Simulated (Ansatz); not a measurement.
# TiSi3O8: the band gap up the ladder of functionals

An exercise on one series of results from a longer session: the logs are not shown, and one member is left open.

Program: Ansatz 0.2.0. PAW datasets, plane waves. The calculation is spin-unpolarised, and the structure need not be a phase that has been made.

## The system as given

The cell was relaxed beforehand with r2SCAN.

Space group Cmmm (No. 65), orthorhombic; conventional cell a = 6.011 Å, b = 6.115 Å, c = 5.504 Å, 8.43 Å³ an atom. Si has 6 O at 1.79–1.80 Å; Si has 6 O at 1.76–1.87 Å; O has 2 Si at 1.76–1.80 Å and 1 Ti at 1.91 Å; O has 3 Si at 1.79–1.87 Å; Ti has 6 O at 1.91–1.95 Å.

Structure file:

```cif
data_structure
_symmetry_space_group_name_H-M 'Cmmm'
_symmetry_Int_Tables_number 65
_cell_length_a 6.0114
_cell_length_b 6.1153
_cell_length_c 5.5039
_cell_angle_alpha 90.000
_cell_angle_beta 90.000
_cell_angle_gamma 90.000
_cell_volume 202.33
loop_
_atom_site_label
_atom_site_type_symbol
_atom_site_symmetry_multiplicity
_atom_site_Wyckoff_symbol
_atom_site_fract_x
_atom_site_fract_y
_atom_site_fract_z
_atom_site_occupancy
Si1 Si 4 l 0.50000 0.00000 0.24408 1
Si2 Si 2 a 0.00000 0.00000 0.00000 1
O1 O 8 o 0.20094 0.00000 0.23203 1
O2 O 4 i 0.50000 0.80549 0.00000 1
Ti1 Ti 2 d 0.00000 0.00000 0.50000 1
O3 O 4 j 0.50000 0.81845 0.50000 1
```

The first run:

input.yaml

```yaml
crystal:
  lattice:
    - [3.0057089983, -3.0576623161, 0.0]
    - [3.0057089983, 3.0576623161, 0.0]
    - [0.0, 0.0, 5.5039123261]
  atoms:
    - { symbol: Si, position: [0.5, 0.5, 0.2440767519] }
    - { symbol: Si, position: [0.0, 0.0, 0.0] }
    - { symbol: O, position: [0.2009396499, 0.2009396499, 0.2320322478] }
    - { symbol: O, position: [0.7990603501, 0.7990603501, 0.2320322478] }
    - { symbol: O, position: [0.6945066164, 0.3054933836, 0.0] }
    - { symbol: O, position: [0.3054933836, 0.6945066164, 0.0] }
    - { symbol: Si, position: [0.5, 0.5, 0.7559232481] }
    - { symbol: Ti, position: [0.0, 0.0, 0.5] }
    - { symbol: O, position: [0.2009396499, 0.2009396499, 0.7679677522] }
    - { symbol: O, position: [0.7990603501, 0.7990603501, 0.7679677522] }
    - { symbol: O, position: [0.6815453683, 0.3184546317, 0.5] }
    - { symbol: O, position: [0.3184546317, 0.6815453683, 0.5] }
kpoints:
  mp_grid: { grid: [6, 6, 6] }
  band_path:
    path:
      - [[0.0, 0.0, 0.0], [-0.5, 0.5, 4.878239147964e-35], [-0.4915765807165, 0.5084234192835, 4.989734391347e-35]]
      - [[0.4915765807165, 0.4915765807165, 6.506674862551e-35], [0.0, 0.0, 0.0], [9.478781350858e-52, -1.750047083451e-52, 0.5], [0.4915765807165, 0.4915765807165, 0.5]]
      - [[-0.4915765807165, 0.5084234192835, 0.5], [-0.5, 0.5, 0.5], [-0.5, 0.5, 4.878239147964e-35]]
      - [[0.0, 0.0, 0.0], [-5.055871698401e-18, 0.5, 5.748204626949e-35], [-5.055871698401e-18, 0.5, 0.5], [9.478781350858e-52, -1.750047083451e-52, 0.5], [-0.5, 0.5, 0.5]]
    npoints: 10
hamiltonian:
  xc: pbe
scf:
  occupations: { method: fermi_dirac, width: 0.02 }
  n_extra_bands: 7
output:
  forces: true
  stress: true
  eigenvalues: true
  write_density: true
  write_potential: true
  elf: true
  volumetric_format: npy
```

Among the steps run: PBE band path; r2SCAN; HSE06 at the same geometry; PBE0 at the same geometry.

One of the session's tables, all rows but one given; the rest of the session is left out.

```
 level  gap (eV)
   PBE      1.79
r2SCAN      2.23
 HSE06      3.61
  PBE0         ?
```

Estimate the missing values for PBE0.

The run gave: gap (eV): 4.39. In the column «gap (eV)» it is the highest.

Meshes: PBE 6×6×6, r2SCAN 6×6×6, HSE06 4×4×4, PBE0 4×4×4

In words: PBE gives the least gap, 1.79 eV, and PBE0 the largest, 4.39 eV. Against HSE06, PBE is short by 1.82 eV, at 49 % of it, and r2SCAN 62 %. PBE0 lies 0.77 eV above HSE06, which differs from it by screening the long-range exchange.

Limits of these values: Warnings in the runs' records: stress exchange threshold loose, stress scf threshold loose.
